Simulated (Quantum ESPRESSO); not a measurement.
PbO2, 6 atoms in the cell. Symmetry: P4_2/mnm, No. 136, tetragonal system. The conventional cell has a = 4.995 Å, b = 4.995 Å, c = 3.409 Å, α = 90.00°, β = 90.00°, γ = 90.00°. Around Pb (site symmetry mmm) lie 6 O at 2.17 to 2.18 Å. O (site symmetry m2m) is surrounded by 3 Pb at 2.17 to 2.18 Å. The cell is a database's computed one.

| Property | Result |
| --- | --- |
| Program | Quantum ESPRESSO 7.5 |
| Task | band structure |
| Functional | PBEsol |
| Potentials or basis | GBRV 1.5 PBEsol |
| Cutoff | 612 eV |
| Density cutoff | 4898 eV |
| k mesh | 6 × 6 × 8 |
| Occupations | fermi-dirac, width 0.05 eV |
| Spin | no spin polarisation |
| Mixing beta | 0.5 |
| Most SCF iterations | 120 |
| SCF threshold | 1.2e-09 Ry |

Potentials or basis: GBRV 1.5 PBEsol.

The run is started by

```bash
$ OMP_NUM_THREADS=1 mpirun -n 2 pw.x -nk 2 -in pw.in > pw.out
$ OMP_NUM_THREADS=1 mpirun -n 2 pw.x -nk 2 -in bands_first_try.in > bands_first_try.out
$ OMP_NUM_THREADS=1 mpirun -n 2 pw.x -nk 2 -in bands.in > bands.out
```

Hardware: 2 MPI ranks on Intel(R) Xeon(R) Processor @ 2.70GHz, on a shared host.

Question: How long does it take, and how much memory?

Answer: It took 3.9 min on 2 MPI ranks on Intel(R) Xeon(R) Processor @ 2.70GHz (shared host), peak memory 0.44 GiB a rank. Counts: scf iterations 9, k pools 2, bands 36, k points 50, g dense 66311.
